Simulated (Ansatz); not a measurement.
# C3Si: the cost of one run

Computed with Ansatz 0.2.0 (the levels named in each step, unless a step's input says otherwise).

## (1) The starting structure

Bond lengths: C1–C2 1.329 Å, C2–C3 1.330 Å, C1–Si4 2.004 Å, C3–Si4 2.004 Å. Angles: C1–C2–C3 124.2°, C2–C1–Si4 75.0°, C2–C3–Si4 75.0°, C1–Si4–C3 71.8°.

Coordinates:

```xyz
4

C    -1.2208   -0.4275   -0.3370
C    -0.0428   -1.0382   -0.4182
C     1.1129   -0.4103   -0.6161
Si    0.0647    0.8023    0.5864
```

## (2) A rough first relaxation, PBE-D4/def2-SVP

This run stands in another session on the same molecule. It ended at:

```xyz
4

C    -1.3512   -0.5224   -0.2387
C    -0.0570   -0.8166   -0.5257
C     1.2641   -0.5035   -0.5517
Si    0.0581    0.7687    0.5312
```

## (3) Relaxation, PBE0-D4/def2-TZVPP

This run stands in another session on the same molecule. It ended at:

```xyz
4

C    -1.3277   -0.5298   -0.2170
C    -0.0609   -0.7906   -0.5565
C     1.2465   -0.5112   -0.5252
Si    0.0561    0.7579    0.5138
```

## (4) Relaxation, CCSD(T)/cc-pV(T+d)Z

Contents of input.yaml:

```yaml
crystal:
  periodic: [false, false, false]
  atoms:
    - { symbol: C, position_ang: [-1.32769844, -0.52978896, -0.21701047] }
    - { symbol: C, position_ang: [-0.06085463, -0.79057705, -0.55653891] }
    - { symbol: C, position_ang: [1.24649297, -0.51121986, -0.52515049] }
    - { symbol: Si, position_ang: [0.05610011, 0.75785587, 0.51379988] }
basis:
  gaussian: { orbitals: "cc-pV(T+d)Z.json" }
correlation:
  method: ccsd_t
relax:
  f_tol: 0.002
  max_steps: 40
```

Run with:

```sh
$ ansatz run input.yaml --threads 4 --pin off --max-ram 10240MiB --backend cpu --events-out ev --progress --plain --runs-dir out
```

Q: Estimate wall time and peak memory on 4 threads of Arm Neoverse V2, shared host.

About 73 s, with a peak of 1.2 GiB.
